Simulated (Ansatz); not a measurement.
What does this script print? It uses the Ansatz DFT code, driven from Python.

The script, `run_torsion.py`:
```python
"""Energy of AlBFH5Si as one group turns about a bond."""

import warnings

import ansatz as az
from ase import Atoms

warnings.simplefilter("ignore", az.DeckWarning)

atoms = Atoms(["F", "Al", "B", "Si", "H", "H", "H", "H", "H"], positions=[
    [-1.2744, -1.7961, 1.705],
    [-1.3337, 0.0236, 1.4043],
    [-0.1362, 0.8409, -0.0555],
    [1.1256, -0.307, -1.0878],
    [-2.2818, 0.9661, 2.25],
    [-0.1045, 2.0203, -0.2358],
    [1.8474, 0.4934, -2.0373],
    [0.2691, -1.2792, -1.8192],
    [1.977, -1.0082, -0.1409],
])

# start the scan from a relaxed geometry
first = (
    az.Crystal.molecule_from_ase(atoms).calculation()
    .basis(gaussian="cc-pVDZ")
    .functional("r2scan", dispersion="d3bj")
    .relax(force_tolerance=0.02, max_steps=80)
)
atoms.positions = first.run(threads=1).report["positions_ang"]

start = atoms.get_dihedral(1, 2, 3, 6)
energies = {}
for turn in range(0, 121, 20):
    turned = atoms.copy()
    turned.set_dihedral(1, 2, 3, 6, start + turn, indices=[3, 6, 7, 8])
    job = az.Crystal.molecule_from_ase(turned).calculation()
    job = job.basis(gaussian="cc-pVDZ")
    job = job.functional("r2scan", dispersion="d3bj")
    energies[round((start + turn) % 360)] = job.run(threads=1).report["free_energy_ev"]
floor = min(energies.values())
print("dihedral Al1-B2-Si3-H6 (deg)   E - E(min) (kJ/mol)")
for angle, e in sorted(energies.items()):
    print(f"{angle:8d} {96.485332 * (e - floor):14.3f}  " + "#" * int(30 * (e - floor) / max(max(energies.values()) - floor, 1e-9)))
```

```console
$ python run_torsion.py
dihedral Al1-B2-Si3-H6 (deg)   E - E(min) (kJ/mol)
     207          0.000
     227          1.455  ###
     247          5.401  ############
     267         10.219  #######################
     287         13.312  ##############################
     307         12.783  ############################
     327          9.125  ####################
```

Caveats:
- The scan is rigid and the energies are electronic, in a modest basis. With rigid groups the curve can differ much from the relaxed path, the start wasn't checked as a minimum of this torsion, and equivalent turns needn't return to the same energy.
- A dispersion term here runs with damping parameters fitted for another variant or functional.
- The script silences the warnings on its input, which a real study should read.
- Hardware and time: 100 s on 1 thread of Intel(R) Xeon(R) Platinum 8488C (Sapphire Rapids), on a shared host, peak memory 0.25 GiB.

(Lines on the test bed's own set-up are left out of the output.)
